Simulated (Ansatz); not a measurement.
# CH₁₀N₂Si₂: one species, many methods

How much do the methods differ for CH₁₀N₂Si₂? The plan is to run it at one geometry with functionals of several rungs and with coupled cluster. The yardstick is the atomisation energy at the CCSD(T) limit.

The runs use Ansatz 0.2.0, Gaussian basis; functionals in def2-TZVPP, the program's frozen cores in correlated methods.

Levels to be run: PBE-D4, r2SCAN-D4, PBE0-D4, B3LYP-D4, ωB97X-V, ωB97M-V, B2PLYP; CCSD(T)/def2-TZVPP; MP2/def2-QZVPP; extrapolation to the limit.

**1. The relaxed structure**

An earlier PBE0-D4 in a triple-zeta def2 set relaxation fixed the geometry.

SMILES `C[SiH](N)[SiH2]N`, 15 atoms, charge 0, spin multiplicity 1.

Atoms are counted from 1 here; the program's logs count them from 0.

Bond lengths: C1–Si2 1.871 Å, C1–H6 1.093 Å, C1–H7 1.094 Å, C1–H8 1.092 Å, Si2–N3 1.733 Å, Si2–Si4 2.353 Å, Si2–H9 1.500 Å, N3–H10 1.009 Å, N3–H11 1.009 Å, Si4–N5 1.732 Å, Si4–H12 1.500 Å, Si4–H13 1.490 Å, N5–H14 1.009 Å, N5–H15 1.008 Å. Angles: Si2–C1–H6 110.5°, Si2–C1–H7 110.9°, Si2–C1–H8 111.1°, H6–C1–H7 107.6°, H6–C1–H8 108.4°, H7–C1–H8 108.2°, C1–Si2–N3 108.9°, C1–Si2–Si4 113.4°, C1–Si2–H9 106.8°, N3–Si2–Si4 103.3°, N3–Si2–H9 114.5°, Si4–Si2–H9 110.0°, Si2–N3–H10 117.5°, Si2–N3–H11 119.8°, H10–N3–H11 110.4°, Si2–Si4–N5 105.0°, Si2–Si4–H12 110.3°, Si2–Si4–H13 113.3° and more.

**2. PBE-D4 (GGA)**

The input, in.yaml:

```yaml
crystal:
  periodic: [false, false, false]
  atoms:
    - {symbol: C, position_ang: [-0.411724, 1.868090, -1.114607]}
    - {symbol: Si, position_ang: [0.220072, 0.866316, 0.333510]}
    - {symbol: N, position_ang: [1.775006, 0.216655, -0.069141]}
    - {symbol: Si, position_ang: [-1.069960, -1.050181, 0.777690]}
    - {symbol: N, position_ang: [-0.050003, -2.384191, 0.354984]}
    - {symbol: H, position_ang: [-1.397938, 2.283276, -0.891482]}
    - {symbol: H, position_ang: [0.258237, 2.704715, -1.332564]}
    - {symbol: H, position_ang: [-0.492855, 1.252142, -2.012840]}
    - {symbol: H, position_ang: [0.214880, 1.776278, 1.525563]}
    - {symbol: H, position_ang: [2.118624, -0.549736, 0.490040]}
    - {symbol: H, position_ang: [2.529781, 0.838532, -0.316500]}
    - {symbol: H, position_ang: [-2.374683, -0.982783, 0.040854]}
    - {symbol: H, position_ang: [-1.430357, -1.196692, 2.216274]}
    - {symbol: H, position_ang: [0.479590, -2.312655, -0.500558]}
    - {symbol: H, position_ang: [-0.368661, -3.329767, 0.498757]}
basis:
  gaussian: {orbitals: def2-TZVPP}
hamiltonian: {xc: pbe, dispersion: d4}
output: {forces: true, orbitals: {seedname: orbitals}}
```

Launch:

```
$ ansatz run in.yaml --threads 2 --pin off --events-out ev --progress --plain --max-ram 22528MiB --backend cuda --devices 0, --max-vram 18GiB
```

The runs that follow: r2SCAN-D4 (meta-GGA); PBE0-D4 (hybrid); B3LYP-D4 (hybrid); ωB97X-V (range-separated); ωB97M-V (range-separated); B2PLYP (double hybrid); CCSD(T) in def2-TZVPP; MP2 in def2-QZVPP.

**Question.** What will the summary of the whole plan be? Wanted: atomisation energy, CCSD(T)/CBS; farthest; mean size of error, hybrid; mean size of error, range-separated; gap, smallest and largest; T1 diagnostic; triples share of the correlation energy.

As calculated:

| quantity | value |
| --- | --- |
| atomisation energy, CCSD(T)/CBS | 53.216 eV |
| functionals within 0.266 eV (0.5 %) | r2SCAN-D4, B3LYP-D4, ωB97M-V |
| farthest | B2PLYP (-0.688 eV) |
| mean size of error, hybrid | 0.216 eV |
| mean size of error, range-separated | 0.215 eV |
| gap, smallest and largest | 4.83 eV (PBE-D4), 11.29 eV (ωB97X-V) |
| T1 diagnostic | 0.0106 |
| triples share of the correlation energy | 3.6 % |

**Reading.** PBE-D4 misses by +0.324 eV. Double hybrids carry the basis error of their MP2 part in triple zeta, and no dispersion term here, so their miss is partly the set-up's. Misses under about 0.266 eV are within the doubt on the reference itself, which lacks core-valence correlation, relativity and higher excitations. Hartree-Fock recovers 72 % of the binding; the rest is correlation. Orbital gaps span 4.8 to 11.3 eV; exact exchange widens them.
